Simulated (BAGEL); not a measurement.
# HF/STO-3G (density fitting with cc-pvqz-jkfit) run of C2H9NSi (SMILES CN(C)[SiH3])

What is the vertical ionisation energy of C2H9NSi at HF/STO-3G (density fitting with cc-pvqz-jkfit)? 

The calculation is run with BAGEL 1.2.2.

### 1 The system as given

The species is C2H9NSi (13 atoms), meant as a singlet with charge 0. As SMILES, `CN(C)[SiH3]`. Geometry: relaxed at PBE0-D4/def2-TZVP.

Bond lengths: C1–N2 1.442 Å, N2–C3 1.442 Å, N2–Si4 1.717 Å, C1–H5 1.101 Å, C1–H6 1.097 Å, C1–H7 1.092 Å, C3–H8 1.097 Å, C3–H9 1.101 Å, C3–H10 1.092 Å, Si4–H11 1.497 Å, Si4–H12 1.487 Å, Si4–H13 1.487 Å. Some angles: C1–N2–C3 113.7°, C1–N2–Si4 120.9°, C3–N2–Si4 120.9°, N2–C1–H5 112.8°, N2–C1–H6 110.4°, N2–C1–H7 110.5°, N2–C3–H8 110.4°, N2–C3–H9 112.8°, N2–C3–H10 110.5°, N2–Si4–H11 115.3°.

### 2 A single-point energy at HF/STO-3G (density fitting with cc-pvqz-jkfit)

input.json reads:

```json
{ "bagel": [

{
  "title": "molecule",
  "basis": "sto-3g",
  "df_basis": "cc-pvqz-jkfit",
  "angstrom": true,
  "geometry": [
    { "atom": "C", "xyz": [   -0.853400,    1.051500,   -0.567400 ] },
    { "atom": "N", "xyz": [   -0.064300,    0.101400,    0.176900 ] },
    { "atom": "C", "xyz": [    1.257300,    0.576800,    0.503700 ] },
    { "atom": "Si", "xyz": [   -0.404400,   -1.580400,    0.101900 ] },
    { "atom": "H", "xyz": [   -0.416100,    1.292500,   -1.548500 ] },
    { "atom": "H", "xyz": [   -0.947500,    1.991500,   -0.009400 ] },
    { "atom": "H", "xyz": [   -1.860700,    0.663700,   -0.735400 ] },
    { "atom": "H", "xyz": [    1.197400,    1.509100,    1.079000 ] },
    { "atom": "H", "xyz": [    1.870100,    0.778300,   -0.388400 ] },
    { "atom": "H", "xyz": [    1.787100,   -0.156700,    1.115700 ] },
    { "atom": "H", "xyz": [    0.068700,   -2.275300,   -1.137100 ] },
    { "atom": "H", "xyz": [   -1.879700,   -1.752300,    0.167000 ] },
    { "atom": "H", "xyz": [    0.265600,   -2.234700,    1.256700 ] }
  ]
},
{ "title": "hf" },
{ "title": "print", "file": "orbitals.molden", "orbitals": true }

]}
```

Command:

```sh
$ BAGEL_NUM_THREADS=1 BAGEL input.json > input.out
```

The log of the run:

```text
* using 1 threads per process

  ===============================================================
  ===============================================================

  *** Geometry ***

  { "atom" : "C", "xyz" : [     -1.612692,      1.987047,     -1.072231 ] },
  { "atom" : "N", "xyz" : [     -0.121509,      0.191618,      0.334293 ] },
  { "atom" : "C", "xyz" : [      2.375953,      1.089994,      0.951855 ] },
  { "atom" : "Si", "xyz" : [     -0.764205,     -2.986523,      0.192563 ] },
  { "atom" : "H", "xyz" : [     -0.786315,      2.442471,     -2.926241 ] },
  { "atom" : "H", "xyz" : [     -1.790516,      3.763390,     -0.017763 ] },
  { "atom" : "H", "xyz" : [     -3.516213,      1.254211,     -1.389705 ] },
  { "atom" : "H", "xyz" : [      2.262758,      2.851786,      2.039014 ] },
  { "atom" : "H", "xyz" : [      3.533977,      1.470774,     -0.733970 ] },
  { "atom" : "H", "xyz" : [      3.377130,     -0.296120,      2.108367 ] },
  { "atom" : "H", "xyz" : [      0.129824,     -4.299694,     -2.148808 ] },
  { "atom" : "H", "xyz" : [     -3.552118,     -3.311367,      0.315584 ] },
  { "atom" : "H", "xyz" : [      0.501911,     -4.222971,      2.374819 ] },

  Number of auxiliary basis functions:      925

  Since a DF basis is specified, we compute 2- and 3-index integrals:
    o Being stored without compression. Storage requirement is 0.008 GB

  Number of basis functions:       33
  Number of electrons      :       42

    * METHOD: MOLECULE                             0.77

  *** RHF ***

  === Nuclear Repulsion ===
   180.6352916615

      * DIIS with orbital gradients will be used.

  === RHF iteration (sto-3g) ===
      0       -419.36169331          0.00921486           0.05
      1       -419.39574060          0.00229168           0.04
      2       -419.39802640          0.00066001           0.04
      3       -419.39824691          0.00007142           0.04
      4       -419.39825116          0.00002360           0.04
      5       -419.39825167          0.00000394           0.04
      6       -419.39825169          0.00000079           0.04
      7       -419.39825169          0.00000024           0.04
      8       -419.39825169          0.00000004           0.04
      9       -419.39825169          0.00000001           0.04
     10       -419.39825169          0.00000000           0.04
    * SCF iteration converged.

    * Permanent dipole moment:
           (   -0.061743,     0.033849,     0.136792) a.u.

    * METHOD: HF                                   0.54

    * METHOD: PRINT                                0.00

  ===============================================================
```

Wall time 1.6 s (1 thread of Intel Xeon 6975P-C (Granite Rapids), shared host); peak memory 0.093 GiB.

### 3 The doublet cation at the same level

calc.json reads:

```json
{ "bagel": [

{
  "title": "molecule",
  "basis": "sto-3g",
  "df_basis": "cc-pvqz-jkfit",
  "angstrom": true,
  "geometry": [
    { "atom": "C", "xyz": [      -0.853400,       1.051500,      -0.567400 ] },
    { "atom": "N", "xyz": [      -0.064300,       0.101400,       0.176900 ] },
    { "atom": "C", "xyz": [       1.257300,       0.576800,       0.503700 ] },
    { "atom": "Si", "xyz": [      -0.404400,      -1.580400,       0.101900 ] },
    { "atom": "H", "xyz": [      -0.416100,       1.292500,      -1.548500 ] },
    { "atom": "H", "xyz": [      -0.947500,       1.991500,      -0.009400 ] },
    { "atom": "H", "xyz": [      -1.860700,       0.663700,      -0.735400 ] },
    { "atom": "H", "xyz": [       1.197400,       1.509100,       1.079000 ] },
    { "atom": "H", "xyz": [       1.870100,       0.778300,      -0.388400 ] },
    { "atom": "H", "xyz": [       1.787100,      -0.156700,       1.115700 ] },
    { "atom": "H", "xyz": [       0.068700,      -2.275300,      -1.137100 ] },
    { "atom": "H", "xyz": [      -1.879700,      -1.752300,       0.167000 ] },
    { "atom": "H", "xyz": [       0.265600,      -2.234700,       1.256700 ] }
  ]
},

{ "title": "uhf", "charge": 1, "nopen": 1 },

{ "title": "print", "file": "orbitals.molden", "orbitals": true }

]}
```

Command:

```sh
$ BAGEL_NUM_THREADS=1 BAGEL calc.json > calc.out
```

The log of the run:

```text
* using 1 threads per process

  ===============================================================
  ===============================================================

  *** Geometry ***

  { "atom" : "C", "xyz" : [     -1.612692,      1.987047,     -1.072231 ] },
  { "atom" : "N", "xyz" : [     -0.121509,      0.191618,      0.334293 ] },
  { "atom" : "C", "xyz" : [      2.375953,      1.089994,      0.951855 ] },
  { "atom" : "Si", "xyz" : [     -0.764205,     -2.986523,      0.192563 ] },
  { "atom" : "H", "xyz" : [     -0.786315,      2.442471,     -2.926241 ] },
  { "atom" : "H", "xyz" : [     -1.790516,      3.763390,     -0.017763 ] },
  { "atom" : "H", "xyz" : [     -3.516213,      1.254211,     -1.389705 ] },
  { "atom" : "H", "xyz" : [      2.262758,      2.851786,      2.039014 ] },
  { "atom" : "H", "xyz" : [      3.533977,      1.470774,     -0.733970 ] },
  { "atom" : "H", "xyz" : [      3.377130,     -0.296120,      2.108367 ] },
  { "atom" : "H", "xyz" : [      0.129824,     -4.299694,     -2.148808 ] },
  { "atom" : "H", "xyz" : [     -3.552118,     -3.311367,      0.315584 ] },
  { "atom" : "H", "xyz" : [      0.501911,     -4.222971,      2.374819 ] },

  Number of auxiliary basis functions:      925

  Since a DF basis is specified, we compute 2- and 3-index integrals:
    o Being stored without compression. Storage requirement is 0.008 GB

  Number of basis functions:       33
  Number of electrons      :       42

    * METHOD: MOLECULE                             0.71

  *** Open-shell HF ***

  === Nuclear Repulsion ===
   180.6352916615

      * DIIS with orbital gradients will be used.

  === UHF iteration (sto-3g) ===
      0       -419.12965534          0.02584498           0.08
      1       -419.21133638          0.00789733           0.07
      2       -419.22053658          0.00310337           0.07
      3       -419.22223372          0.00131656           0.07
      4       -419.22284997          0.00021099           0.07
      5       -419.22289198          0.00005725           0.08
      6       -419.22290243          0.00002342           0.07
      7       -419.22290532          0.00001472           0.08
      8       -419.22290676          0.00000403           0.10
      9       -419.22290678          0.00000151           0.11
     10       -419.22290680          0.00000048           0.08
     11       -419.22290680          0.00000013           0.08
     12       -419.22290680          0.00000004           0.08
     13       -419.22290680          0.00000001           0.09
     14       -419.22290680          0.00000001           0.08
    * SCF iteration converged.

    * S^2 (UHF) is 0.7643

    * Permanent dipole moment:
           (   -0.202823,    -0.546370,     0.157494) a.u.

    * METHOD: UHF                                  1.32

    * METHOD: PRINT                                0.00

  ===============================================================
```

It took 2.4 s on 1 thread of Intel Xeon 6975P-C (Granite Rapids), shared host; peak memory 0.092 GiB.

### 4 Results

Level: HF/STO-3G (density fitting with cc-pvqz-jkfit).

| quantity | value |
| --- | --- |
| singlet C2H9NSi: total energy | -419.39825 Eh |
| singlet C2H9NSi: dipole moment | 0.39 D |
| singlet C2H9NSi: HOMO energy | -7.11 eV |
| singlet C2H9NSi: LUMO energy | 13.39 eV |
| singlet C2H9NSi: HOMO–LUMO gap | 20.50 eV |
| doublet cation: total energy | -419.22291 Eh |
| doublet cation: ⟨S²⟩ | 0.764 |
| vertical ionisation energy (to the doublet cation) | 4.771 eV |

What this shows: Removing an electron at fixed nuclei costs 4.77 eV (460 kJ/mol). −ε(HOMO) before ionisation, 7.11 eV, is 2.34 eV above this ionisation energy. In a minimal basis such a difference can be off by several eV, whatever the method.
